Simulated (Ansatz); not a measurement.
**GaLi (singlet): wave-function methods side by side at distance Ga1–Li2 = 4.575 Å, aug-cc-pVTZ**

Aim: climb from Hartree-Fock through coupled cluster for GaLi (singlet) at one geometry and basis, and see what each rung misses.

The runs use Ansatz 0.2.0, Gaussian basis; aug-cc-pVTZ, core rule «outside noble gas», up to 15 orbitals frozen.

To be run: UHF; CCSD(T) on RHF; CCSD(T) on UHF; BCCD(T) on RHF; CCSDT(Q) on RHF; CCSDT(Q) on UHF; Full CI.

42 further runs of the same task are left out: 18 for a known fault of the program, 2 for a mislabelled method, 15 that didn't finish, 7 set aside as unsound or not needed.

## 1. The system

The geometry derives from a PBE0/def2-TZVP stationary point (not a proven minimum). One bond is set to the value named and the two fragments are kept rigid. No spin-orbit coupling is included. The filled d shell of Ga may be among the frozen orbitals whatever the setting's name suggests; the logs give the count.

2 atoms, charge 0, spin multiplicity 1.

Atoms are counted from 1 here; the program's logs count them from 0.

No contacts short enough for the rule that draws bonds.

## 2. UHF

in.yaml

```yaml
crystal:
  periodic: [false, false, false]
  atoms:
    - {symbol: Ga, position_ang: [0.000000, 0.000000, 0.000000]}
    - {symbol: Li, position_ang: [0.000000, 0.000000, 4.575000]}
basis:
  gaussian: {orbitals: aug-cc-pVTZ}
magnetization: {spin_polarized: true, initial_magnetization: 0}
hamiltonian: {xc: hf}
output: {orbitals: {seedname: orbitals}}
```

Command:

```console
$ ansatz run in.yaml --threads 1 --pin off --events-out ev --progress --plain --max-ram 2393MiB
```

Further steps of the session: CCSD(T) on RHF; CCSD(T) on UHF; BCCD(T) on RHF; CCSDT(Q) on RHF; CCSDT(Q) on UHF; Full CI.

**Question.** What will the summary of the whole plan be? Wanted: FCI below the RHF energy; RMP2 from FCI; UMP2 from FCI; RCCSD from FCI; RCCSD(T) from FCI; UCCSD(T) from FCI; RCCSDT(Q) from FCI; UCCSDT(Q) from FCI; T1 diagnostic.

The runs gave:

```
                         quantity                                                    value
         FCI below the RHF energy                                               -2.4612 eV
                    RMP2 from FCI                                          +18.91 kcal/mol
                    UMP2 from FCI                                          +12.60 kcal/mol
                   RCCSD from FCI                                           +3.50 kcal/mol
                RCCSD(T) from FCI                                           +0.62 kcal/mol
                UCCSD(T) from FCI                                           +1.89 kcal/mol
               RCCSDT(Q) from FCI                                           +0.01 kcal/mol
               UCCSDT(Q) from FCI                                           +0.11 kcal/mol
levels within 1 kcal/mol (43 meV)  RCCSD(T), BCCD(T), RCCSDT, UCCSDT, RCCSDT(Q), UCCSDT(Q)
                    T1 diagnostic                                                    0.054
   effectively unpaired electrons                                                     0.93
```

What this shows: RCCSD(T) lands +0.62 kcal/mol from the yardstick (1.1 % of the correlation energy). CCSD(T) misses by +0.62 kcal/mol on the restricted determinant and by +1.89 kcal/mol on the unrestricted one; the two need not hold the same state or core. The occupations show strong static correlation (0.9 unpaired electrons where one determinant has 0). Coupled cluster on one determinant still stays close here. These misses are within one basis, not against nature.
